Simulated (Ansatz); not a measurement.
## Molecular dynamics of Ba$_{8}$LiTi$_{8}$O$_{24}$, charge +1

The input (input.yaml):

```yaml
crystal:
  lattice:
    - [7.94, 0.0, 0.0]
    - [0.0, 7.94, 0.0]
    - [0.0, 0.0, 7.94]
  atoms:
    - { symbol: Ba, position: [0.01733667, 0.0031273, 0.02457334] }
    - { symbol: Ti, position: [0.2654627, 0.23450406, 0.26310632] }
    - { symbol: O, position: [0.25095436, 0.28193417, -0.01234504] }
    - { symbol: O, position: [-0.00112869, 0.27526101, 0.29942927] }
    - { symbol: O, position: [0.26461396, 0.02624751, 0.22347261] }
    - { symbol: Ba, position: [0.01329671, -0.00153458, 0.52367665] }
    - { symbol: Ti, position: [0.27971706, 0.21817764, 0.77964846] }
    - { symbol: O, position: [0.31101776, 0.21897081, 0.49533831] }
    - { symbol: O, position: [-0.00706816, 0.2238972, 0.75615482] }
    - { symbol: O, position: [0.24805514, -0.00846842, 0.75583275] }
    - { symbol: Ba, position: [0.00344041, 0.47295779, -0.03770555] }
    - { symbol: Ti, position: [0.22844364, 0.71603284, 0.24220522] }
    - { symbol: O, position: [0.26476298, 0.77234142, 0.01663396] }
    - { symbol: O, position: [0.00030754, 0.74491788, 0.23043762] }
    - { symbol: O, position: [0.25291151, 0.49348943, 0.2734078] }
    - { symbol: Ba, position: [-0.06197171, 0.51228125, 0.53641727] }
    - { symbol: Ti, position: [0.2368683, 0.73376024, 0.74246514] }
    - { symbol: O, position: [0.22987122, 0.71936272, 0.50446524] }
    - { symbol: O, position: [-0.00364837, 0.73927176, 0.75036106] }
    - { symbol: O, position: [0.24697802, 0.47963789, 0.70903991] }
    - { symbol: Ba, position: [0.49728962, -0.01735055, 0.02610312] }
    - { symbol: Ti, position: [0.74814526, 0.24224381, 0.27482314] }
    - { symbol: O, position: [0.78651161, 0.27083998, 0.00847328] }
    - { symbol: O, position: [0.52890923, 0.22767339, 0.27055271] }
    - { symbol: O, position: [0.7772319, -0.01659859, 0.25550421] }
    - { symbol: Ba, position: [0.47236597, -0.02735845, 0.48110322] }
    - { symbol: Ti, position: [0.75096661, 0.19165966, 0.76998735] }
    - { symbol: O, position: [0.74487109, 0.23331687, 0.51486504] }
    - { symbol: O, position: [0.51108093, 0.24364173, 0.78809359] }
    - { symbol: O, position: [0.75958654, -0.02805078, 0.78383525] }
    - { symbol: Ba, position: [0.50707746, 0.4945589, -0.00093019] }
    - { symbol: Ti, position: [0.72369754, 0.74035879, 0.22265384] }
    - { symbol: O, position: [0.72811582, 0.74689396, 0.00173996] }
    - { symbol: O, position: [0.50748617, 0.7297477, 0.26441813] }
    - { symbol: O, position: [0.73780579, 0.50017377, 0.23578175] }
    - { symbol: Ba, position: [0.51257802, 0.49982629, 0.52661003] }
    - { symbol: Ti, position: [0.72560935, 0.71668362, 0.75905659] }
    - { symbol: O, position: [0.72469664, 0.75608007, 0.52730812] }
    - { symbol: O, position: [0.47934487, 0.74197078, 0.7704948] }
    - { symbol: O, position: [0.7177671, 0.48512678, 0.73785665] }
    - { symbol: Li, position: [0.18285059, 0.40902655, 0.50163937] }
total_charge: 1
basis:
  ecutwfc: 420.0
kpoints:
  mp_grid: { grid: [2, 2, 2] }
hamiltonian:
  xc: pbe
  pseudopotentials: { kind: paw, azcp: { folder: soft_1 } }
scf:
  occupations: { method: fermi_dirac, width: 0.05 }
  lower_state_search: "off"
md:
  timestep: 1
  n_steps: 140
  ensemble: nvt_langevin
  temperature: 2100.0
  initial_velocities: maxwell_boltzmann
  seed: 622529
  friction: 0.05
```

Run as:

```bash
$ ansatz run input.yaml --threads 4 --pin off --max-ram 10240MiB --backend cpu --events-out ev --progress --plain --runs-dir out
```

It goes on from the last frame of an earlier run, with new velocities.

Output, in part (step lines):

```
md step     0: t =     0.00 fs  T =  2048.8 K  F+E_penalty+E_count = -81485.34710203 eV  E_kin = 10.857840 eV  (10 SCF iters)
md step     1: t =     1.00 fs  T =  2071.1 K  F+E_penalty+E_count = -81485.39324384 eV  E_kin = 10.976233 eV  (7 SCF iters)
md step     2: t =     2.00 fs  T =  2044.5 K  F+E_penalty+E_count = -81485.37536746 eV  E_kin = 10.835043 eV  (7 SCF iters)
md step     3: t =     3.00 fs  T =  1890.5 K  F+E_penalty+E_count = -81485.30907147 eV  E_kin = 10.019167 eV  (7 SCF iters)
md step     4: t =     4.00 fs  T =  1786.5 K  F+E_penalty+E_count = -81485.22858984 eV  E_kin = 9.467640 eV  (7 SCF iters)
md step     5: t =     5.00 fs  T =  1740.3 K  F+E_penalty+E_count = -81485.13969681 eV  E_kin = 9.223210 eV  (6 SCF iters)
md step     6: t =     6.00 fs  T =  1787.1 K  F+E_penalty+E_count = -81485.07573019 eV  E_kin = 9.471061 eV  (6 SCF iters)
md step     7: t =     7.00 fs  T =  1761.2 K  F+E_penalty+E_count = -81485.03679890 eV  E_kin = 9.333562 eV  (6 SCF iters)
[... lines left out ...]
```

The steps, from the saved trajectory:

| time (fs) | T (K) | potential energy less start (eV) |
| --- | --- | --- |
| 0 | 2049 | 0.000 |
| 4 | 1786 | 0.119 |
| 8 | 1800 | 0.323 |
| 12 | 1677 | 0.116 |
| 16 | 1782 | 0.023 |
| 20 | 1817 | 0.151 |
| 24 | 1870 | 0.064 |
| 28 | 2095 | -0.355 |
| 32 | 2037 | -0.573 |
| 36 | 2376 | 0.083 |
| 40 | 2177 | 0.998 |
| 44 | 2151 | 1.430 |
| 48 | 2226 | 1.608 |
| 52 | 2051 | 1.577 |
| 56 | 2245 | 1.455 |
| 60 | 2268 | 1.979 |
| 64 | 1756 | 2.932 |
| 68 | 1666 | 3.853 |
| 72 | 1795 | 4.068 |
| 76 | 2054 | 3.469 |
| 80 | 2170 | 2.786 |
| 84 | 2358 | 2.311 |
| 88 | 2079 | 2.174 |
| 92 | 2081 | 2.174 |
| 96 | 2342 | 2.113 |
| 100 | 2157 | 2.488 |
| 104 | 1797 | 2.911 |
| 108 | 1607 | 3.084 |
| 112 | 2019 | 2.495 |
| 116 | 2010 | 1.864 |
| 120 | 1938 | 1.394 |
| 124 | 1982 | 1.005 |
| 128 | 2205 | 1.069 |
| 132 | 2176 | 1.594 |
| 136 | 1961 | 2.376 |
| 140 | 2023 | 2.362 |

The run went to its last step. A run of 0.14 ps of so small a system gives no equilibrium averages. Limits of this set-up: a small cell, in which the defect meets its images, a typed lattice constant that wasn't relaxed here, charged cell in a uniform background, uncorrected.

Mean squared displacements from the first frame to the last, about the centre of mass: Ba 0.08 Å², Ti 0.12 Å², O 0.14 Å², Li 0.48 Å².

Last frame:

```xyz
41
Lattice="7.9400 0.0000 0.0000 0.0000 7.9400 0.0000 0.0000 0.0000 7.9400" Properties=species:S:1:pos:R:3
Ba 0.018 0.164 0.190
Ti 2.182 1.628 2.008
O 1.641 2.203 0.119
O -0.009 1.721 2.257
O 2.130 -0.126 2.349
Ba 0.223 -0.299 4.350
Ti 1.867 1.807 5.888
O 1.830 1.760 4.202
O 0.009 1.934 5.894
O 1.899 -0.152 6.134
Ba 0.097 3.709 -0.043
Ti 1.789 5.665 1.837
O 1.887 5.869 -0.134
O 0.043 5.772 1.813
O 1.863 3.792 2.137
Ba -0.274 3.762 3.950
Ti 1.904 5.874 5.968
O 1.921 5.835 3.781
O -0.259 5.695 5.976
O 1.760 3.861 6.006
Ba 3.788 -0.236 0.077
Ti 6.118 1.826 2.043
O 5.808 1.726 0.262
O 3.986 1.728 2.296
O 5.842 -0.191 2.049
Ba 3.804 -0.444 4.164
Ti 5.819 1.952 6.185
O 5.973 2.033 4.092
O 3.686 1.834 6.405
O 5.782 0.015 6.021
Ba 3.881 3.805 0.071
Ti 5.878 5.871 1.858
O 6.037 5.833 0.118
O 3.932 5.644 1.874
O 5.748 3.621 1.942
Ba 4.158 3.807 4.148
Ti 5.718 6.073 6.207
O 6.074 5.731 4.203
O 3.835 5.747 6.129
O 5.629 3.907 6.368
Li 2.098 3.347 3.943
```

Run time: 27 min on 4 threads of Intel(R) Xeon(R) Platinum 8259CL CPU @ 2.50GHz (Skylake/Cascade Lake), with other jobs on the host, peak memory 3.1 GiB.
